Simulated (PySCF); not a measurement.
# C5H12O2: magnetic properties

What do calculations give for the magnetic properties of C5H12O2 (`CO[C@H](C)CCO`)?

Computed with PySCF 2.14.0 and routines of our own; the level stands in each step. Atoms count from 0.

## 1. The starting structure

19 atoms, charge 0, multiplicity 1; geometry from: GFN2-xTB.

## 2. Magnetic properties: GIAO KT3/pcSseg-1

What the job is given:

```
{"job": {"kind": "mag", "xc": "KT3", "basis": "pcSseg-1", "isotopologues": 2}, "charge": 0, "multiplicity": 1}
C      1.664950     1.504063     0.189463
O      0.603099     0.796004    -0.395891
C      0.252703    -0.420085     0.254064
C      1.277954    -1.525704    -0.005322
C     -1.129459    -0.833589    -0.263755
C     -2.199417     0.226148     0.013448
O     -2.098408     1.337115    -0.836205
H      1.482785     1.680273     1.256896
H      1.718949     2.459555    -0.329749
H      2.620474     0.982488     0.074663
H      0.189491    -0.232992     1.340554
H      1.408721    -1.657286    -1.076592
H      2.239716    -1.280823     0.438091
H      0.929918    -2.459767     0.426084
H     -1.069527    -0.993746    -1.341228
H     -1.414104    -1.770104     0.216053
H     -2.134452     0.542389     1.067666
H     -3.194645    -0.194865    -0.154571
H     -1.158554     1.568056    -0.881128
```

Level: GIAO KT3/pcSseg-1 magnetisability, rotational g tensor and spin-rotation constants, non-relativistic, gas phase.

Command:

```
$ OMP_NUM_THREADS=1 python excited_run.py task.json out
```

One launch serves the whole session: the jobs run in the order shown.

Log:

```text
coarse grid: 15048 points
cycle   1  E = -353.0491673241  dE =  5.889e-01  |g| = 9.749e-01  |ddm| = 3.638e+00
cycle   2  E = -352.5982506765  dE =  4.509e-01  |g| = 1.759e+00  |ddm| = 3.189e+00
cycle   3  E = -353.2319423929  dE = -6.337e-01  |g| = 1.991e-01  |ddm| = 2.597e+00
cycle   4  E = -353.2396122823  dE = -7.670e-03  |g| = 8.625e-02  |ddm| = 2.485e-01
cycle   5  E = -353.2411858852  dE = -1.574e-03  |g| = 2.409e-02  |ddm| = 7.909e-02
cycle   6  E = -353.2412792914  dE = -9.341e-05  |g| = 1.009e-02  |ddm| = 2.571e-02
cycle   7  E = -353.2412985195  dE = -1.923e-05  |g| = 1.809e-03  |ddm| = 8.903e-03
cycle   8  E = -353.2412991683  dE = -6.488e-07  |g| = 4.994e-04  |ddm| = 2.058e-03
final grid: 142920 points
cycle   9  E = -353.3118344813  dE = -2.244e-04  |g| = 2.304e-02  |ddm| = 5.862e-02
cycle  10  E = -353.3115882251  dE =  2.463e-04  |g| = 4.333e-02  |ddm| = 5.000e-02
cycle  11  E = -353.3119227545  dE = -3.345e-04  |g| = 2.306e-03  |ddm| = 3.561e-02
cycle  12  E = -353.3119237137  dE = -9.592e-07  |g| = 8.680e-04  |ddm| = 2.450e-03
cycle  13  E = -353.3119238445  dE = -1.307e-07  |g| = 1.930e-04  |ddm| = 8.374e-04
cycle  14  E = -353.3119238525  dE = -8.068e-09  |g| = 5.925e-05  |ddm| = 2.368e-04
cycle  15  E = -353.3119238534  dE = -8.772e-10  |g| = 1.305e-05  |ddm| = 7.107e-05
converged SCF energy = -353.3119238534

Magnetisability tensor (1e-30 J/T^2)
    -1189.55      -20.87      -20.17
      -20.87    -1196.56       49.40
      -20.17       49.40    -1102.51
isotropic -1162.87   principal values   -1222.30  -1191.29  -1075.03
isotropic susceptibility -70.030 1e-6 cm^3/mol

Inertial axes            a          b          c
rot. const./GHz      3.5420     1.9301     1.3627
chi total           -71.601    -72.862    -65.626
chi diamagnetic    -460.789   -741.505  -1011.189
chi paramagnetic    389.188    668.643    945.563
quadrupole/D A       -4.629      4.670     -0.040
g nuclear            0.6385     0.5975     0.5963
g electronic        -0.6476    -0.6063    -0.6054
g total             -0.0091    -0.0088    -0.0091

Spin-rotation constants (kHz, H = +C I.J)
atom  isotope        aa         bb         cc
  7     1H       -0.398     -0.188      0.066
  8     1H       -0.357      0.057     -0.108
  9     1H        0.094     -0.158     -0.128
 10     1H       -0.363     -0.205      0.078
 11     1H       -0.404     -0.221      0.038
 12     1H        0.014     -0.172     -0.134
 13     1H       -0.396      0.028     -0.145
 14     1H       -0.391     -0.231      0.063
 15     1H       -0.390      0.034     -0.135
 16     1H       -0.283     -0.189      0.064
 17     1H        0.085     -0.118     -0.137
 18     1H       -0.075     -0.137     -0.145
  0    13C*       0.694      0.396      0.285
  1    17O*      -0.426     -0.207     -0.105
  2    13C*       0.965      0.425      0.347
  3    13C*       0.518      0.305      0.191
  4    13C*       0.618      0.377      0.258
  5    13C*       0.884      0.381      0.301
  6    17O*      -0.261     -0.212     -0.154
* in the singly substituted isotopologue

Isotopologues: g along a, b, c
2H    at 7,8,9,10,11,12    -0.0076    -0.0075    -0.0077
13C   at 0                 -0.0092    -0.0086    -0.0090
```

Run time: 34 s. Hardware: 1 thread of Arm Neoverse V2, shared host; peak memory 0.7 GiB.

Key values:

```csv
quantity,value
magnetisability,-1163·10⁻³⁰ J/T²
molar susceptibility,-70.0·10⁻⁶ cm³/mol
"rotational g (a, b, c)","-0.0091, -0.0088, -0.0091"
```

## 3. Magnetic properties: GIAO HF/ANO-RCC-VDZP

The job, as its differences from that of step 2:

```diff
@@ -1,2 +1,2 @@
-{"job": {"kind": "mag", "xc": "KT3", "basis": "pcSseg-1", "isotopologues": 2}, "charge": 0, "multiplicity": 1}
+{"job": {"kind": "mag", "xc": "HF", "basis": "ANO-RCC-VDZP"}, "charge": 0, "multiplicity": 1}
 C      1.664950     1.504063     0.189463
```

Method: GIAO HF/ANO-RCC-VDZP magnetisability, rotational g tensor and spin-rotation constants, non-relativistic, gas phase.

Log:

```text
final grid: 142920 points
cycle   1  E = -346.0061435104  dE =  1.290e+00  |g| = 7.131e-01  |ddm| = 5.675e+00
cycle   2  E = -346.1075930362  dE = -1.014e-01  |g| = 3.837e-01  |ddm| = 9.018e-01
cycle   3  E = -346.1361093784  dE = -2.852e-02  |g| = 7.929e-02  |ddm| = 3.310e-01
cycle   4  E = -346.1378775431  dE = -1.768e-03  |g| = 1.617e-02  |ddm| = 9.766e-02
cycle   5  E = -346.1379556526  dE = -7.811e-05  |g| = 3.776e-03  |ddm| = 2.576e-02
cycle   6  E = -346.1379607226  dE = -5.070e-06  |g| = 1.095e-03  |ddm| = 6.167e-03
cycle   7  E = -346.1379611716  dE = -4.489e-07  |g| = 4.396e-04  |ddm| = 2.231e-03
cycle   8  E = -346.1379612406  dE = -6.908e-08  |g| = 1.153e-04  |ddm| = 7.419e-04
cycle   9  E = -346.1379612475  dE = -6.826e-09  |g| = 3.034e-05  |ddm| = 2.704e-04
cycle  10  E = -346.1379612478  dE = -3.137e-10  |g| = 8.363e-06  |ddm| = 4.516e-05
converged SCF energy = -346.1379612478

Magnetisability tensor (1e-30 J/T^2)
    -1253.79      -24.34      -14.44
      -24.34    -1276.94       48.05
      -14.44       48.05    -1186.29
isotropic -1239.01   principal values   -1303.66  -1253.49  -1159.86
isotropic susceptibility -74.615 1e-6 cm^3/mol

Inertial axes            a          b          c
rot. const./GHz      3.5420     1.9301     1.3627
chi total           -75.352    -77.744    -70.748
chi diamagnetic    -461.694   -742.783  -1012.743
chi paramagnetic    386.341    665.040    941.995
quadrupole/D A       -5.209      4.726      0.483
g nuclear            0.6385     0.5975     0.5963
g electronic        -0.6429    -0.6030    -0.6031
g total             -0.0044    -0.0055    -0.0068

Spin-rotation constants (kHz, H = +C I.J)
atom  isotope        aa         bb         cc
  7     1H       -0.406     -0.200      0.059
  8     1H       -0.368      0.045     -0.112
  9     1H        0.078     -0.173     -0.133
 10     1H       -0.375     -0.213      0.065
 11     1H       -0.410     -0.224      0.033
 12     1H       -0.001     -0.181     -0.140
 13     1H       -0.407      0.017     -0.144
 14     1H       -0.402     -0.228      0.054
 15     1H       -0.408      0.019     -0.138
 16     1H       -0.323     -0.201      0.053
 17     1H        0.055     -0.129     -0.143
 18     1H       -0.108     -0.116     -0.125
  0    13C*       0.610      0.339      0.249
  1    17O*      -0.284     -0.120     -0.045
  2    13C*       0.845      0.372      0.299
  3    13C*       0.457      0.260      0.171
  4    13C*       0.550      0.322      0.223
  5    13C*       0.761      0.332      0.260
  6    17O*      -0.133     -0.141     -0.095
* in the singly substituted isotopologue
```

Wall time 29 s (1 thread of Arm Neoverse V2, shared host); peak memory 0.81 GiB.

In short:

```csv
quantity,value
magnetisability,-1239·10⁻³⁰ J/T²
molar susceptibility,-74.6·10⁻⁶ cm³/mol
"rotational g (a, b, c)","-0.0044, -0.0055, -0.0068"
```

## 4. Magnetic properties side by side

```csv
level,ξ (10⁻³⁰ J/T²),g(a),g(b),gap (eV),functions,time
GIAO KT3/pcSseg-1,-1163,-0.0091,-0.0088,6.09,179,34 s
GIAO HF/ANO-RCC-VDZP,-1239,-0.0044,-0.0055,13.77,158,29 s
```

## 5. Outcome

| quantity | value |
| --- | --- |
| magnetisability (step 2, GIAO KT3/pcSseg-1) | -1163·10⁻³⁰ J/T² |
| molar susceptibility (step 2, GIAO KT3/pcSseg-1) | -70.0·10⁻⁶ cm³/mol |
| rotational g (a, b, c) (step 2, GIAO KT3/pcSseg-1) | -0.0091, -0.0088, -0.0091 |
| magnetisability over the levels | -1239 to -1163·10⁻³⁰ J/T² |

What this shows: The magnetisability spreads by 6.3 % over 2 levels of like cost. Two levels can agree by chance, so this spread shows no convergence. Vibrational averaging and real surroundings are missing from these values.
